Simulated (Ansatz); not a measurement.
This script drives Ansatz's Python interface.

`states.py`:
```python
'''Restricted and unrestricted solutions of CH4BGa, stretched and not.'''

import ansatz
import numpy as np

GEOMETRY = '''
B    -0.63300   -0.33070   -0.45870
C     0.20470    0.32760    0.68590
Ga    1.07870   -0.11930   -0.88500
H    -1.50580   -0.17830   -1.23460
H    -0.43030    0.55350    1.54500
H     0.68990    1.27830    0.32460
H     0.65700   -1.59910   -0.02280
'''

geometry = ansatz.Crystal.molecule()
for line in GEOMETRY.strip().splitlines():
    symbol, *xyz = line.split()
    geometry = geometry.atom(symbol, [float(v) for v in xyz])
symbols = [site.symbol for site in geometry.cartesian_sites]

start = np.array([site.position_ang for site in geometry.cartesian_sites])
for factor in [1.0, 1.25, 1.6]:
    xyz = (start - start.mean(axis=0)) * factor
    scaled = ansatz.Crystal.molecule()
    for symbol, place in zip(symbols, xyz):
        scaled = scaled.atom(symbol, place.tolist())
    model = scaled.calculation().basis(gaussian='def2-SVP').functional('HF').spin('collinear')
    for search in ('off', 'standard'):
        try:
            rep = model.scf(lower_state_search=search).run(threads=1, backend='cpu').report
        except ansatz.AnsatzError as error:
            print(f'x{factor} search {search}: {type(error).__name__}')
            continue
        state = rep['mean_field']['state']
        print(f'all distances x{factor}, search {search:8s} E = {rep["free_energy_ev"]:.5f} eV  <S^2> = {abs(state["spin_squared"]):.3f}  other states met: {len(rep["mean_field"]["others"])}')
```

It is started by `python states.py`. Estimate its wall time and peak memory on 1 thread of Arm Neoverse V1, on a shared host.

It took about 43 s, with a peak of 0.28 GiB, for 6 runs of the engine.

Running `python states.py` prints:
```text
all distances x1.0, search off      E = -54082.81336 eV  <S^2> = 0.000  other states met: 0
all distances x1.0, search standard E = -54083.74209 eV  <S^2> = 1.092  other states met: 4
all distances x1.25, search off      E = -54080.68526 eV  <S^2> = 0.000  other states met: 0
all distances x1.25, search standard E = -54082.11010 eV  <S^2> = 1.573  other states met: 10
all distances x1.6, search off      E = -54072.92408 eV  <S^2> = 0.000  other states met: 0
all distances x1.6, search standard E = -54075.54674 eV  <S^2> = 2.894  other states met: 10
```

Notes:
- These settings explore the input space; basis and method may be short of convergence.
- The count of other states can hold repeated and symmetry-equivalent ends of the search; scaling all distances is a test, and for more than two atoms no physical path.
- The structure is a rough, unrelaxed start.
- The expectation value of S² is noticeably off S(S+1) in at least one run, so that state is spin-contaminated.

(Lines on the test bed's own set-up are left out of the output.)
